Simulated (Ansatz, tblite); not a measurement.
# AlF₃H₃P: isomers side by side

Aim: relax some chosen isomers of AlF₃H₃P, and see how the levels of theory order them.

Method: relaxed with B3LYP-D4/def2-SVP, singlet; program: Ansatz 0.2.0, Gaussian basis.

2 further runs of the same task are left out: 2 set aside as unsound or not needed.

## 1. Where the work starts

8 atoms, charge 0, spin multiplicity 1.

Atoms are counted from 1 here; the program's logs count them from 0.

Bond lengths: Al1–F2 1.648 Å, Al1–F3 1.648 Å, Al1–F4 1.648 Å, Al1–P5 2.449 Å, P5–H6 1.379 Å, P5–H7 1.379 Å, P5–H8 1.379 Å. Angles: F2–Al1–F3 117.4°, F2–Al1–F4 117.6°, F2–Al1–P5 99.1°, F3–Al1–F4 117.6°, F3–Al1–P5 99.4°, F4–Al1–P5 98.8°, Al1–P5–H6 120.1°, Al1–P5–H7 119.2°, Al1–P5–H8 119.8°, H6–P5–H7 97.6°, H6–P5–H8 97.6°, H7–P5–H8 97.5°.

As a file:

```xyz
8
AlF3H3P
Al   -0.0043    0.0104   -1.3825
F     1.6223   -0.0129   -1.6487
F    -0.7961    1.4323   -1.6430
F    -0.8394   -1.3870   -1.6408
P     0.0023   -0.0027    1.0665
H     0.6827    0.9748    1.7615
H     0.5217   -1.0933    1.7313
H    -1.1893    0.0785    1.7557
```

The isomers as started, chosen beforehand: A: Al(PH3)F3; B: Al(PF3)H3. The structure above is A.

## 2. Relaxing candidate A

in.yaml

```yaml
crystal:
  periodic: [false, false, false]
  atoms:
    - {symbol: Al, position_ang: [-0.004300, 0.010400, -1.382480]}
    - {symbol: F, position_ang: [1.622300, -0.012930, -1.648700]}
    - {symbol: F, position_ang: [-0.796070, 1.432310, -1.642990]}
    - {symbol: F, position_ang: [-0.839370, -1.387040, -1.640850]}
    - {symbol: P, position_ang: [0.002280, -0.002730, 1.066540]}
    - {symbol: H, position_ang: [0.682730, 0.974790, 1.761480]}
    - {symbol: H, position_ang: [0.521700, -1.093330, 1.731310]}
    - {symbol: H, position_ang: [-1.189270, 0.078540, 1.755690]}
basis:
  gaussian: {orbitals: def2-SVP}
hamiltonian: {xc: {name: B3LYP}, dispersion: d4}
scf: {omitted_lower_state_checks: [starts]}
output: {orbitals: {seedname: orbitals}}
relax: {f_tol: 0.02, max_steps: 100}
```

Started as:

```
$ ansatz run in.yaml --threads 2 --pin off --events-out ev --progress --plain --max-ram 4352MiB
```

The log of the run, shortened:

```text
Functional definition: B3LYP
  name "B3LYP"
  cite "Stephens, Devlin, Chabalowski & Frisch, J. Phys. Chem. 98, 11623 (1994) doi:10.1021/j100096a001"
  cite "Becke, Phys. Rev. A 38, 3098 (1988) doi:10.1103/PhysRevA.38.3098"
  cite "Lee, Yang & Parr, Phys. Rev. B 37, 785 (1988) doi:10.1103/PhysRevB.37.785"
  cite "Vosko, Wilk & Nusair, Can. J. Phys. 58, 1200 (1980) doi:10.1139/p80-159"
[...]
917 factors; integrals over basis functions are off by at most 4.1e-4 eV
[...]
mean field -24080.99145763 eV, -884.9601133857 hartree, gradient 4.6e-5 eV, S^2 0.000000; 0 other end points of the search recorded, 0 dependent functions left out
[...]
reference -24080.99171646 eV, -884.9601228973 hartree; 29, 29 occupied and 64, 64 virtual orbitals, 917 factors
relax step   1: F+E_penalty+E_count = -24081.24426226 eV  Δ(F+E_penalty+E_count) = +0.000e0 eV  max|allowed force component| = 8.832e-1 eV/Å  Δτ_max = 0.0000 Å  (21 SCF iters, accepted)
[...]
relax step   4: F+E_penalty+E_count = -24081.33042059 eV  Δ(F+E_penalty+E_count) = -6.173e-5 eV  max|allowed force component| = 2.484e-2 eV/Å  Δτ_max = 0.0148 Å  (27 SCF iters, accepted)
[...]
relax step   5: F+E_penalty+E_count = -24081.33077598 eV  Δ(F+E_penalty+E_count) = -3.554e-4 eV  max|allowed force component| = 3.141e-3 eV/Å  Δτ_max = 0.0138 Å  (27 SCF iters, accepted)
[...]
917 factors; integrals over basis functions are off by at most 4.3e-4 eV
mean field -24081.08226452 eV, -884.9634504772 hartree, gradient 8.3e-6 eV, S^2 0.000000; 0 other end points of the search recorded, 0 dependent functions left out
[...]
reference -24081.08252413 eV, -884.9634600177 hartree; 29, 29 occupied and 64, 64 virtual orbitals, 917 factors
Total energy: -24081.33103559 eV, -884.9725926456 hartree
Atom 0 at    -0.004385     0.009958    -1.406216 Å, force     0.000256     0.000017     0.003141 eV/Å
Atom 1 at     1.639274    -0.032851    -1.668542 Å, force     0.000877    -0.001037    -0.001061 eV/Å
Atom 2 at    -0.788942     1.456802    -1.657602 Å, force     0.000580     0.000577     0.000567 eV/Å
Atom 3 at    -0.865133    -1.390995    -1.668407 Å, force    -0.001305    -0.000579    -0.001351 eV/Å
Atom 4 at     0.003055    -0.006508     1.104583 Å, force    -0.000108     0.000269    -0.001584 eV/Å
Atom 5 at     0.691834     1.034226     1.771810 Å, force    -0.000755     0.001293     0.000278 eV/Å
Atom 6 at     0.568310    -1.129667     1.754019 Å, force     0.001195     0.000302    -0.000230 eV/Å
Atom 7 at    -1.244012     0.059045     1.770356 Å, force    -0.000738    -0.000842     0.000240 eV/Å
Dipole moment:     0.003406    -0.007493     1.193680 e Å
Checks for a lower state left out: starts
```

Run time: 10 s. Hardware: 2 threads of Intel Xeon Platinum 8375C at 2.90GHz, shared host.

Along the way:

| step | energy from step 1 (eV) | largest force component (eV/Å) |
| --- | --- | --- |
| 1 | 0.0000 | 0.8832 |
| 2 | -0.0772 | 0.3635 |
| 3 | -0.0861 | 0.0586 |
| 4 | -0.0862 | 0.0248 |
| 5 | -0.0865 | 0.0031 |

Close pairs (by a distance rule), those that changed most:

| bond | before (Å) | after (Å) | change (Å) |
| --- | --- | --- | --- |
| Al1–P5 | 2.449 | 2.511 | +0.062 |
| P5–H7 | 1.379 | 1.415 | +0.036 |
| P5–H8 | 1.379 | 1.415 | +0.036 |
| P5–H6 | 1.379 | 1.415 | +0.036 |
| Al1–F3 | 1.648 | 1.665 | +0.017 |
| Al1–F4 | 1.648 | 1.665 | +0.017 |
| Al1–F2 | 1.648 | 1.665 | +0.017 |

## 3. Relaxing candidate B

in.yaml

```yaml
crystal:
  periodic: [false, false, false]
  atoms:
    - {symbol: Al, position_ang: [-0.001780, 0.003780, -1.548500]}
    - {symbol: F, position_ang: [-1.336360, 0.090620, 1.859070]}
    - {symbol: F, position_ang: [0.760270, 1.107170, 1.813670]}
    - {symbol: F, position_ang: [0.593410, -1.216990, 1.778500]}
    - {symbol: P, position_ang: [-0.017700, 0.006600, 0.985310]}
    - {symbol: H, position_ang: [1.559130, -0.035690, -1.607090]}
    - {symbol: H, position_ang: [-0.745240, 1.372760, -1.645700]}
    - {symbol: H, position_ang: [-0.811720, -1.328260, -1.635260]}
basis:
  gaussian: {orbitals: def2-SVP}
hamiltonian: {xc: {name: B3LYP}, dispersion: d4}
scf: {omitted_lower_state_checks: [starts]}
output: {orbitals: {seedname: orbitals}}
relax: {f_tol: 0.02, max_steps: 100}
```

Launched as before.

The log of the run, shortened:

```text
Functional definition: B3LYP
  name "B3LYP"
  cite "Stephens, Devlin, Chabalowski & Frisch, J. Phys. Chem. 98, 11623 (1994) doi:10.1021/j100096a001"
  cite "Becke, Phys. Rev. A 38, 3098 (1988) doi:10.1103/PhysRevA.38.3098"
  cite "Lee, Yang & Parr, Phys. Rev. B 37, 785 (1988) doi:10.1103/PhysRevB.37.785"
  cite "Vosko, Wilk & Nusair, Can. J. Phys. 58, 1200 (1980) doi:10.1139/p80-159"
[...]
931 factors; integrals over basis functions are off by at most 6.6e-4 eV
[...]
mean field -24076.19668771 eV, -884.7839088410 hartree, gradient 5.7e-5 eV, S^2 0.000000; 0 other end points of the search recorded, 0 dependent functions left out
[...]
reference -24076.19691585 eV, -884.7839172251 hartree; 29, 29 occupied and 64, 64 virtual orbitals, 931 factors
[...]
reference -24076.33481481 eV, -884.7889849184 hartree; 29, 29 occupied and 64, 64 virtual orbitals, 931 factors
Total energy: -24076.58890736 eV, -884.7983226474 hartree
Atom 0 at    -0.005177     0.005509    -1.519584 Å, force     0.004003    -0.001404     0.009179 eV/Å
Atom 1 at    -1.388127     0.081338     1.796558 Å, force     0.001798    -0.004443    -0.000973 eV/Å
Atom 2 at     0.777742     1.156631     1.780789 Å, force    -0.000070     0.005563     0.000460 eV/Å
Atom 3 at     0.627144    -1.256727     1.764449 Å, force    -0.004225     0.002895    -0.000734 eV/Å
Atom 4 at    -0.002714    -0.000938     1.033428 Å, force    -0.000039    -0.002829    -0.004187 eV/Å
Atom 5 at     1.583011    -0.045991    -1.600885 Å, force     0.000915    -0.001405    -0.005208 eV/Å
Atom 6 at    -0.752460     1.404932    -1.630943 Å, force     0.000130     0.002060     0.002233 eV/Å
Atom 7 at    -0.839410    -1.344764    -1.623812 Å, force    -0.002513    -0.000436    -0.000769 eV/Å
Dipole moment:    -0.004215     0.001440     0.224470 e Å
Checks for a lower state left out: starts
```

Run time: 11 s. Hardware: 2 threads of Intel Xeon Platinum 8375C at 2.90GHz, shared host.

Along the way:

| step | energy from step 1 (eV) | largest force component (eV/Å) |
| --- | --- | --- |
| 1 | 0.0000 | 1.6767 |
| 2 | -0.1131 | 0.8486 |
| 3 | -0.1174 | 0.4739 |
| 4 | -0.1319 | 0.1357 |
| 5 | -0.1365 | 0.0990 |
| 6 | -0.1375 | 0.0092 |

Distances of close pairs at the start and the end, largest changes first:

| bond | before (Å) | after (Å) | change (Å) |
| --- | --- | --- | --- |
| Al1–H7 | 1.561 | 1.590 | +0.029 |
| Al1–H8 | 1.561 | 1.591 | +0.029 |
| Al1–H6 | 1.563 | 1.591 | +0.029 |
| Al1–P5 | 2.534 | 2.553 | +0.019 |
| F4–P5 | 1.581 | 1.584 | +0.003 |
| F3–P5 | 1.582 | 1.584 | +0.002 |
| F2–P5 | 1.584 | 1.584 | -0.000 |

## 4. The relaxed candidates

| candidate | point group | bonds (count, mean Å) | energy above the lowest (kJ/mol) |
| --- | --- | --- | --- |
| A | C3v | Al–F 3, 1.66; Al–P 1, 2.51; H–P 3, 1.42 | 0.0 |
| B | C3v | F–P 3, 1.58; Al–P 1, 2.55; Al–H 3, 1.59 | 457.5 |

## 5. Candidate B, first pass, PBE0-D4/def2-SVP

start.molden holds the orbitals of an earlier run on this state, given as this run's starting guess.

in.yaml

```yaml
crystal:
  periodic: [false, false, false]
  atoms:
    - {symbol: Al, position_ang: [-0.005177, 0.005509, -1.519584]}
    - {symbol: F, position_ang: [-1.388127, 0.081338, 1.796558]}
    - {symbol: F, position_ang: [0.777742, 1.156631, 1.780789]}
    - {symbol: F, position_ang: [0.627144, -1.256727, 1.764449]}
    - {symbol: P, position_ang: [-0.002714, -0.000938, 1.033428]}
    - {symbol: H, position_ang: [1.583011, -0.045991, -1.600885]}
    - {symbol: H, position_ang: [-0.752460, 1.404932, -1.630943]}
    - {symbol: H, position_ang: [-0.839410, -1.344764, -1.623812]}
basis:
  gaussian: {orbitals: def2-SVP, initial_orbitals: start.molden}
hamiltonian: {xc: pbe0, dispersion: d4}
output: {orbitals: {seedname: orbitals}}
```

Same command.

The log of the run:

```text
Functional definition: PBE0
  name "PBE0"
  cite "Adamo & Barone, J. Chem. Phys. 110, 6158 (1999) doi:10.1063/1.478522"
  cite "Perdew, Burke & Ernzerhof, Phys. Rev. Lett. 77, 3865 (1996) doi:10.1103/PhysRevLett.77.3865"
  parent pbe
  parameter a = 0.25
  parameter kappa = 0.804
  parameter beta = 0.06672455060314922
  exchange = (1 - a)*pbe_x(kappa = kappa, mu = beta*pi^2/3) + a*exact_x
  correlation = pbe_c(beta = beta)
857 factors; integrals over basis functions are off by at most 1.2e-3 eV
mean field evaluation 1: about -24060.6560 eV, gradient 3.6e0 eV
mean field evaluation 2: about -24060.6795 eV, gradient 1.8e-2 eV
mean field evaluation 4: about -24060.7618 eV, gradient 3.7e-4 eV
mean field evaluation 8: about -24057.2573 eV, gradient 4.3e1 eV
mean field evaluation 16: about -24060.7618 eV, gradient 2.9e-2 eV
mean field -24060.76181512 eV, -884.2166877356 hartree, gradient 2.1e-5 eV, S^2 0.000000; 1 other end points of the search recorded, 0 dependent functions left out
reference -24060.76184033 eV, -884.2166886621 hartree; 29, 29 occupied and 64, 64 virtual orbitals, 857 factors
Total energy: -24060.89477580 eV, -884.2215739503 hartree
```

It took 1.7 s on 2 threads of Intel Xeon Platinum 8375C at 2.90GHz, shared host.

From the report: HOMO -8.54 eV, LUMO -0.96 eV.

## 6. Candidate B, GFN1-xTB

Tight binding, by tblite at 300 K electronic temperature and without a spin-polarisation term:

```python
tblite.interface.Calculator('GFN1-xTB', numbers, positions, charge=0, uhf=0).singlepoint()
```

Energy -574.9007 eV, HOMO -12.40 eV, LUMO -7.79 eV; 0.007 s.

## 7. Candidate B, GFN2-xTB

Tight binding, by tblite at 300 K electronic temperature and without a spin-polarisation term:

```python
tblite.interface.Calculator('GFN2-xTB', numbers, positions, charge=0, uhf=0).singlepoint()
```

Energy -529.1378 eV, HOMO -11.40 eV, LUMO -7.02 eV; 0.004 s.

## 8. Candidate B, PBE0-D4/def2-TZVP

in.yaml, as its differences from that of step 5:

```diff
@@ -12,4 +12,5 @@
 basis:
-  gaussian: {orbitals: def2-SVP, initial_orbitals: start.molden}
+  gaussian: {orbitals: def2-TZVP, initial_orbitals: start.molden}
 hamiltonian: {xc: pbe0, dispersion: d4}
+scf: {omitted_lower_state_checks: [starts]}
 output: {orbitals: {seedname: orbitals}}
```

Launched as before.

The log of the run:

```text
Functional definition: PBE0
  name "PBE0"
  cite "Adamo & Barone, J. Chem. Phys. 110, 6158 (1999) doi:10.1063/1.478522"
  cite "Perdew, Burke & Ernzerhof, Phys. Rev. Lett. 77, 3865 (1996) doi:10.1103/PhysRevLett.77.3865"
  parent pbe
  parameter a = 0.25
  parameter kappa = 0.804
  parameter beta = 0.06672455060314922
  exchange = (1 - a)*pbe_x(kappa = kappa, mu = beta*pi^2/3) + a*exact_x
  correlation = pbe_c(beta = beta)
these checks for a lower state are left out or cut short: starts
1161 factors; their error is unknown
mean field evaluation 1: about -24071.5530 eV, gradient 2.2e2 eV
mean field evaluation 2: about -24077.1130 eV, gradient 6.6e0 eV
mean field evaluation 4: about -24077.2668 eV, gradient 1.7e-1 eV
mean field -24077.26689784 eV, -884.8232383381 hartree, gradient 7.9e-5 eV, S^2 0.000000; 0 other end points of the search recorded, 0 dependent functions left out
reference -24077.26692890 eV, -884.8232394792 hartree; 29, 29 occupied and 156, 156 virtual orbitals, 1161 factors
Total energy: -24077.39986436 eV, -884.8281247674 hartree
Checks for a lower state left out: starts
```

Wall time 2.6 s (2 threads of Intel Xeon Platinum 8375C at 2.90GHz, shared host).

From the report: HOMO -8.54 eV, LUMO -1.26 eV.

## 9. Candidate B, PBE-D4/def2-TZVP

in.yaml, as its differences from that of step 8:

```diff
@@ -13,4 +13,4 @@
   gaussian: {orbitals: def2-TZVP, initial_orbitals: start.molden}
-hamiltonian: {xc: pbe0, dispersion: d4}
+hamiltonian: {xc: pbe, dispersion: d4}
 scf: {omitted_lower_state_checks: [starts]}
-output: {orbitals: {seedname: orbitals}}
+output: {forces: true, orbitals: {seedname: orbitals}}
```

The command is unchanged.

The log of the run, shortened:

```text
Functional definition: PBE
  name "PBE"
  cite "Perdew, Burke & Ernzerhof, Phys. Rev. Lett. 77, 3865 (1996) doi:10.1103/PhysRevLett.77.3865"
  parent pbe
[...]
1129 factors; their error is unknown
[...]
mean field -24075.98377582 eV, -884.7760844733 hartree, gradient 1.9e-5 eV, S^2 0.000000; 0 other end points of the search recorded, 0 dependent functions left out
[...]
reference -24075.98381727 eV, -884.7760859967 hartree; 29, 29 occupied and 156, 156 virtual orbitals, 1129 factors
Total energy: -24076.14057497 eV, -884.7818467360 hartree
Atom 0 at    -0.005177     0.005509    -1.519584 Å, force     0.000560    -0.000083     0.110707 eV/Å
Atom 1 at    -1.388127     0.081338     1.796558 Å, force     0.244164    -0.018325    -0.146628 eV/Å
Atom 2 at     0.777742     1.156631     1.780789 Å, force    -0.138455    -0.199166    -0.143750 eV/Å
Atom 3 at     0.627144    -1.256727     1.764449 Å, force    -0.115885     0.225151    -0.142269 eV/Å
Atom 4 at    -0.002714    -0.000938     1.033428 Å, force     0.009247    -0.006931     0.304132 eV/Å
Atom 5 at     1.583011    -0.045991    -1.600885 Å, force     0.143681    -0.006161     0.005255 eV/Å
Atom 6 at    -0.752460     1.404932    -1.630943 Å, force    -0.066553     0.127451     0.006848 eV/Å
Atom 7 at    -0.839410    -1.344764    -1.623812 Å, force    -0.076757    -0.121936     0.005705 eV/Å
Dipole moment:    -0.002395     0.000662     0.215902 e Å
Checks for a lower state left out: starts
```

Run time: 2.4 s. Hardware: 2 threads of Intel Xeon Platinum 8375C at 2.90GHz, shared host.

From the report: HOMO -7.28 eV, LUMO -2.16 eV.

## 10. Candidate B, r2SCAN-D4/def2-TZVP

in.yaml, as its differences from that of step 9:

```diff
@@ -13,4 +13,4 @@
   gaussian: {orbitals: def2-TZVP, initial_orbitals: start.molden}
-hamiltonian: {xc: pbe, dispersion: d4}
+hamiltonian: {xc: r2scan, dispersion: d4}
 scf: {omitted_lower_state_checks: [starts]}
-output: {forces: true, orbitals: {seedname: orbitals}}
+output: {orbitals: {seedname: orbitals}}
```

The command is unchanged.

The log of the run:

```text
Functional definition: r2SCAN
  name "r2SCAN"
  cite "Furness, Kaplan, Ning, Perdew & Sun, J. Phys. Chem. Lett. 11, 8208 (2020) doi:10.1021/acs.jpclett.0c02405"
  cite "Furness, Kaplan, Ning, Perdew & Sun, J. Phys. Chem. Lett. 11, 9248 (2020) doi:10.1021/acs.jpclett.0c03077"
  parent r2scan
  parameter k0 = 0.174
  parameter k1 = 0.065
  parameter a1 = 4.9479
  exchange = r2scan_x(k0 = k0, k1 = k1, a1 = a1)
  correlation = r2scan_c
these checks for a lower state are left out or cut short: starts
1129 factors; their error is unknown
mean field evaluation 1: about -24087.0163 eV, gradient 7.5e0 eV
mean field evaluation 2: about -24087.0578 eV, gradient 6.6e-2 eV
mean field evaluation 4: about -24087.0484 eV, gradient 8.9e-5 eV
mean field -24087.04843743 eV, -885.1827032879 hartree, gradient 7.0e-6 eV, S^2 0.000000; 0 other end points of the search recorded, 0 dependent functions left out
reference -24087.04844957 eV, -885.1827037339 hartree; 29, 29 occupied and 156, 156 virtual orbitals, 1129 factors
Total energy: -24087.08600400 eV, -885.1840838337 hartree
Checks for a lower state left out: starts
```

Run time: 3.2 s. Hardware: 2 threads of Intel Xeon Platinum 8375C at 2.90GHz, shared host.

From the report: HOMO -7.59 eV, LUMO -1.98 eV.

## 11. Candidate B, BHLYP-D4/def2-TZVP

in.yaml, as its differences from that of step 10:

```diff
@@ -13,3 +13,3 @@
   gaussian: {orbitals: def2-TZVP, initial_orbitals: start.molden}
-hamiltonian: {xc: r2scan, dispersion: d4}
+hamiltonian: {xc: {name: BHLYP}, dispersion: d4}
 scf: {omitted_lower_state_checks: [starts]}
```

Launched as before.

The log of the run:

```text
Functional definition: BHLYP
  name "BHLYP"
  cite "Becke, J. Chem. Phys. 98, 1372 (1993) doi:10.1063/1.464304"
  cite "Becke, Phys. Rev. A 38, 3098 (1988) doi:10.1103/PhysRevA.38.3098"
  cite "Lee, Yang & Parr, Phys. Rev. B 37, 785 (1988) doi:10.1103/PhysRevB.37.785"
  parameter a = 0.5
  exchange = (1 - a)*b88_x + a*exact_x
  correlation = lyp_c
these checks for a lower state are left out or cut short: starts
1266 factors; their error is unknown
mean field evaluation 1: about -24088.5096 eV, gradient 1.0e1 eV
mean field evaluation 2: about -24088.6475 eV, gradient 2.2e-1 eV
mean field evaluation 4: about -24088.7671 eV, gradient 6.4e-4 eV
mean field -24088.76713792 eV, -885.2458643659 hartree, gradient 6.6e-6 eV, S^2 0.000000; 0 other end points of the search recorded, 0 dependent functions left out
reference -24088.76731671 eV, -885.2458709361 hartree; 29, 29 occupied and 156, 156 virtual orbitals, 1266 factors
Total energy: -24088.97101275 eV, -885.2533566276 hartree
Checks for a lower state left out: starts
```

It took 2.8 s on 2 threads of Intel Xeon Platinum 8375C at 2.90GHz, shared host.

Report: HOMO -9.78 eV, LUMO -0.24 eV.

## 12. Candidate B, PBE-QIDH/def2-TZVP

in.yaml, as its differences from that of step 11:

```diff
@@ -13,4 +13,3 @@
   gaussian: {orbitals: def2-TZVP, initial_orbitals: start.molden}
-hamiltonian: {xc: {name: BHLYP}, dispersion: d4}
+hamiltonian: {xc: {name: PBE-QIDH}}
 scf: {omitted_lower_state_checks: [starts]}
-output: {orbitals: {seedname: orbitals}}
```

Same command.

The log of the run, shortened:

```text
Functional definition: PBE-QIDH
  name "PBE-QIDH"
  cite "Brémond, Sancho-García, Pérez-Jiménez & Adamo, J. Chem. Phys. 141, 031101 (2014) doi:10.1063/1.4890314"
  cite "Perdew, Burke & Ernzerhof, Phys. Rev. Lett. 77, 3865 (1996) doi:10.1103/PhysRevLett.77.3865"
[...]
1217 factors; integrals over basis functions are off by at most 1.2e-3 eV
[...]
mean field -24061.53611624 eV, -884.2451427769 hartree, gradient 4.1e-6 eV, S^2 0.000000; 0 other end points of the search recorded, 0 dependent functions left out
13 core orbitals not correlated: weight in the atoms' cores, before any rotation towards them, 1.000 or more for the frozen orbitals, at most 0.000 for the correlated occupied ones
reference -24061.53612901 eV, -884.2451432461 hartree; 16, 16 occupied and 156, 156 virtual orbitals, 1217 factors
second order -29.90758151 eV of doubles, -0.00000000 eV of singles
Total energy: -24071.50532285 eV, -884.6115043622 hartree
Checks for a lower state left out: starts
```

Run time: 4.7 s. Hardware: 2 threads of Intel Xeon Platinum 8375C at 2.90GHz, shared host.

## 13. Candidate B, CAM-B3LYP-D4/def2-TZVP

in.yaml, as its differences from that of step 12:

```diff
@@ -13,3 +13,4 @@
   gaussian: {orbitals: def2-TZVP, initial_orbitals: start.molden}
-hamiltonian: {xc: {name: PBE-QIDH}}
+hamiltonian: {xc: {name: CAM-B3LYP}, dispersion: d4}
 scf: {omitted_lower_state_checks: [starts]}
+output: {orbitals: {seedname: orbitals}}
```

The command is unchanged.

The log of the run, shortened:

```text
Functional definition: CAM-B3LYP
  name "CAM-B3LYP"
  cite "Yanai, Tew & Handy, Chem. Phys. Lett. 393, 51 (2004) doi:10.1016/j.cplett.2004.06.011"
  cite "Iikura, Tsuneda, Yanai & Hirao, J. Chem. Phys. 115, 3540 (2001) doi:10.1063/1.1383587"
  cite "Becke, Phys. Rev. A 38, 3098 (1988) doi:10.1103/PhysRevA.38.3098"
  cite "Lee, Yang & Parr, Phys. Rev. B 37, 785 (1988) doi:10.1103/PhysRevB.37.785"
  cite "Vosko, Wilk & Nusair, Can. J. Phys. 58, 1200 (1980) doi:10.1139/p80-159"
[...]
  # Exact exchange under (alpha + beta erf(omega r))/r, Becke's under what is left of 1/r.
[...]
1141 factors; their error is unknown
268 factors; integrals over basis functions are off by at most 1.7e-5 eV
[...]
mean field -24090.46699065 eV, -885.3083328013 hartree, gradient 1.4e-5 eV, S^2 0.000000; 0 other end points of the search recorded, 0 dependent functions left out
reference -24090.46711901 eV, -885.3083375186 hartree; 29, 29 occupied and 156, 156 virtual orbitals, 1141 factors
Total energy: -24090.60306297 eV, -885.3133333669 hartree
Checks for a lower state left out: starts
```

Wall time 3 s (2 threads of Intel Xeon Platinum 8375C at 2.90GHz, shared host).

From the report: HOMO -9.97 eV, LUMO -0.13 eV.

(Part 1 of 2 ends here.)
